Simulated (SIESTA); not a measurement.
# TiSn3 (P6_3/mmc) in SIESTA: a series of runs, part 2 of 2

SIESTA 5.4.2. Earlier steps stand in the parts before.

## 3. Band structure, PBE

File TiSn3.fdf:

```
SystemName                      TiSn3
SystemLabel                     TiSn3
NumberOfSpecies                 2
NumberOfAtoms                   8
%block ChemicalSpeciesLabel
  1  50 Sn
  2  22 Ti
%endblock ChemicalSpeciesLabel

LatticeConstant                 1.0 Ang
%block LatticeVectors
     6.2860901600     0.0000000000     0.0000000000
    -3.1430450800     5.4439137690     0.0000000000
     0.0000000000     0.0000000000     5.4926310000
%endblock LatticeVectors
AtomicCoordinatesFormat         Fractional
%block AtomicCoordinatesAndAtomicSpecies
     0.1708635050     0.3417270100     0.2500000000  1  Sn
     0.1708635050     0.8291364950     0.2500000000  1  Sn
     0.6582729900     0.8291364950     0.2500000000  1  Sn
     0.8291364950     0.6582729900     0.7500000000  1  Sn
     0.8291364950     0.1708635050     0.7500000000  1  Sn
     0.3417270100     0.1708635050     0.7500000000  1  Sn
     0.3333333333     0.6666666667     0.7500000000  2  Ti
     0.6666666667     0.3333333333     0.2500000000  2  Ti
%endblock AtomicCoordinatesAndAtomicSpecies

%block kgrid.MonkhorstPack
    5   0   0  0.0
    0   5   0  0.0
    0   0   5  0.0
%endblock kgrid.MonkhorstPack
XC.Functional                   GGA
XC.Authors                      PBE
PAO.BasisSize                   DZP
PAO.EnergyShift                 0.003 Ry
Mesh.Cutoff                     800 Ry
OccupationFunction              FD
ElectronicTemperature           0.05 eV
MaxSCFIterations                120
SCF.MustConverge                false
SCF.Mixer.Method                Pulay
SCF.Mixer.Weight                0.25
SCF.Mixer.History               8
SCF.DM.Tolerance                5.0e-05
SCF.H.Tolerance                 1.0e-03 eV
WriteForces                     true
Charge.Mulliken                 end
BandLinesScale                  ReciprocalLatticeVectors
%block BandLines
    1    0.000000   0.000000   0.000000  \Gamma
    9    0.500000   0.000000   0.000000  M
    5    0.333333   0.333333   0.000000  K
   11    0.000000   0.000000   0.000000  \Gamma
    9    0.000000   0.000000   0.500000  A
    9    0.500000   0.000000   0.500000  L
    5    0.333333   0.333333   0.500000  H
   11    0.000000   0.000000   0.500000  A
    1    0.500000   0.000000   0.500000  L
    9    0.500000   0.000000   0.000000  M
    1    0.333333   0.333333   0.000000  K
    9    0.333333   0.333333   0.500000  H
%endblock BandLines
%block PAO.Basis
  Sn 4
  n=5 0 2
    6.432 0.000
  n=5 1 2
    8.686 0.000
  n=4 2 2
    3.759 0.000
  n=5 2 1
    8.686
  Ti 5
  n=3 0 2
    3.144 0.000
  n=4 0 2
    8.756 0.000
  n=3 1 2
    3.568 0.000
  n=4 1 1
    8.756
  n=3 2 2
    6.267 0.000
%endblock PAO.Basis
```

Potentials or basis: PseudoDojo 0.4 standard (PBE files), DZP (energy shift 0.003 Ry; two zetas on semicore shells).

The run is started by

```sh
$ siesta TiSn3.fdf > TiSn3.out 2>&1
```

TiSn3.out:

```text
Version         : 5.4.2

[... 6 lines left out ...]
 NOTE: Please see the manual for full details and compatibility measures.

reinit: Reading from file TiSn3.fdf

reinit: -----------------------------------------------------------------------
reinit: System Name: TiSn3
reinit: -----------------------------------------------------------------------
reinit: System Label: TiSn3
reinit: -----------------------------------------------------------------------

initatom: Reading input for the pseudopotentials and atomic orbitals ----------
Species number:   1 Atomic number:   50 Label: Sn
Species number:   2 Atomic number:   22 Label: Ti

Ground state valence configuration (from tables):   5s02  5p02  5d00  4f00
Ground state valence configuration (from tables):   4s02  4p00  3d02  4f00

---- Processing specs for species: Sn
Reading pseudopotential information in PSML from:
  Sn.psml
PSML file version: 1.1
Using libxc ids:  101 130
GGA--PBE XC_GGA_X_PBE--XC_GGA_C_PBE pb
Semicore shell(s) with 10 electrons included in the valence for Sn

---- Processing specs for species: Ti
[... 744 lines left out ...]

              0.059   0.053   0.089   0.107   0.080   0.117   0.083
   2 14.230   2.016  -0.184   0.486   0.561   0.299   0.181   0.103   0.259
              1.951   1.950   1.950   1.951   1.952   0.054   0.058   0.056
[... 13 lines left out ...]
              0.055   0.056   0.085   0.114   0.080   0.110   0.087
   6 14.230   2.016  -0.184   0.486   0.561   0.299   0.181   0.103   0.259
              1.951   1.950   1.950   1.951   1.952   0.054   0.058   0.056

              0.055   0.056   0.085   0.114   0.080   0.110   0.087

Species: Ti
Atom  Qatom  Qorb
               3s      3s      4s      4s      3py     3pz     3px     3py
               3pz     3px     4py     4pz     4px     3dxy    3dyz    3dz2
               3dxz    3dx2-y2 3dxy    3dyz    3dz2    3dxz    3dx2-y2
   7 11.310   1.892   0.041  -0.154   0.279   1.942   1.943   1.942   0.059
              0.063   0.059   0.153   0.193   0.153   0.646   0.544   0.799

              0.544   0.646  -0.087  -0.062  -0.134  -0.062  -0.087
   8 11.310   1.892   0.041  -0.154   0.279   1.942   1.943   1.942   0.059
              0.063   0.059   0.153   0.193   0.153   0.646   0.544   0.799

              0.544   0.646  -0.087  -0.062  -0.134  -0.062  -0.087

mulliken: Qtot =      108.000

Mulliken Atomic Populations:
Atom #   charge [q] valence [e]  Species
     1    -0.230041   14.230041  Sn
     2    -0.230036   14.230036  Sn
     3    -0.230041   14.230041  Sn
     4    -0.230041   14.230041  Sn
     5    -0.230036   14.230036  Sn
     6    -0.230041   14.230041  Sn
     7     0.690117   11.309883  Ti
     8     0.690117   11.309883  Ti
 Total    -0.000000

Job completed
```

Run time: 10 min. Hardware: 1 thread of Intel Xeon Platinum 8175M at 2.50GHz (Skylake/Cascade Lake), shared host; peak memory 1.1 GiB.

Results:

```yaml
Free_energy: -16094.1287 eV
Pressure: 0.5 GPa
Largest_force: 0.048 eV/Å
Band_gap_on_the_k_mesh: none (metal or under the smearing width)
```

Forces on the atoms (eV/Å):
```
Sn   0.000  0.048  0.000
Sn   0.041 -0.024  0.000
Sn  -0.041 -0.024  0.000
Sn   0.000 -0.048  0.000
Sn  -0.041  0.024  0.000
Sn   0.041  0.024  0.000
Ti   0.000  0.000  0.000
Ti   0.000  0.000  0.000
```

Levels at the corners of the path, in eV from the Fermi level:
```csv
point,band 51,band 52,band 53,band 54,band 55,band 56,band 57,band 58
Γ,-1.42,-1.11,-1.11,-1.05,-1.05,0.30,0.59,0.59
M,-1.32,-0.73,-0.20,0.10,0.11,0.23,0.36,0.44
K,-0.90,-0.62,-0.62,-0.09,0.14,0.14,0.32,0.32
Γ,-1.42,-1.11,-1.11,-1.05,-1.05,0.30,0.59,0.59
A,-1.74,-1.74,0.44,0.44,0.44,0.44,0.61,0.61
L,-0.53,-0.53,-0.39,-0.39,-0.08,-0.08,0.54,0.54
H,-0.63,-0.63,0.08,0.08,0.30,0.30,0.43,0.43
A,-1.74,-1.74,0.44,0.44,0.44,0.44,0.61,0.61
L,-0.53,-0.53,-0.39,-0.39,-0.08,-0.08,0.54,0.54
M,-1.32,-0.73,-0.20,0.10,0.11,0.23,0.36,0.44
K,-0.90,-0.62,-0.62,-0.09,0.14,0.14,0.32,0.32
H,-0.63,-0.63,0.08,0.08,0.30,0.30,0.43,0.43
```

Caveat: spin-orbit coupling is left out, which moves the levels of the heavy elements; the basis of atomic orbitals isn't converged, which shifts pressures, moduli and gaps.

## 4. For comparison

An earlier run on the cell as given: functional PBEsol; potentials or basis PseudoDojo 0.4 standard (PBEsol files); basis DZP (energy shift 0.003 Ry; two zetas on semicore shells); grid cutoff 800 Ry; energy shift 0.003 Ry; k mesh 5 × 5 × 5; occupations fermi-dirac, width 0.05 eV; no spin polarisation.

* Pressure: -2.7 GPa
* Largest force: 0.066 eV/Å
* Band gap on the k mesh: none (metal or under the smearing width)
* Hirshfeld charges: Sn -0.00; Ti +0.01 e
* Voronoi charges: Sn -0.01; Ti +0.03 e

## 5. Overview

| task | level | potentials or basis | gap on the mesh (eV) | pressure (GPa) | largest force (eV/Å) |
| --- | --- | --- | --- | --- | --- |
| band structure | PBEsol | PseudoDojo 0.4 standard (PBEsol files), DZP (energy shift 0.003 Ry; two zetas on semicore shells) | none | -2.7 | 0.07 |
| band structure | PBE | PseudoDojo 0.4 standard (PBE files), DZP (energy shift 0.003 Ry; two zetas on semicore shells) | none | 0.5 | 0.05 |
| single point | PBEsol | PseudoDojo 0.4 standard (PBEsol files), DZP (energy shift 0.003 Ry; two zetas on semicore shells) | none | -2.7 | 0.07 |

Alike in all rows: no spin polarisation; cell as given; k mesh 5 × 5 × 5; smearing fermi-dirac 0.05 eV; grid cutoff 800 Ry; energy shift 0.003 Ry.

Caveats: the basis of atomic orbitals isn't converged, which shifts pressures, moduli and gaps; spin-orbit coupling is left out, which moves the levels of the heavy elements (some runs).

Total energies depend on the potentials used, so only differences within one code and one set of settings carry meaning.
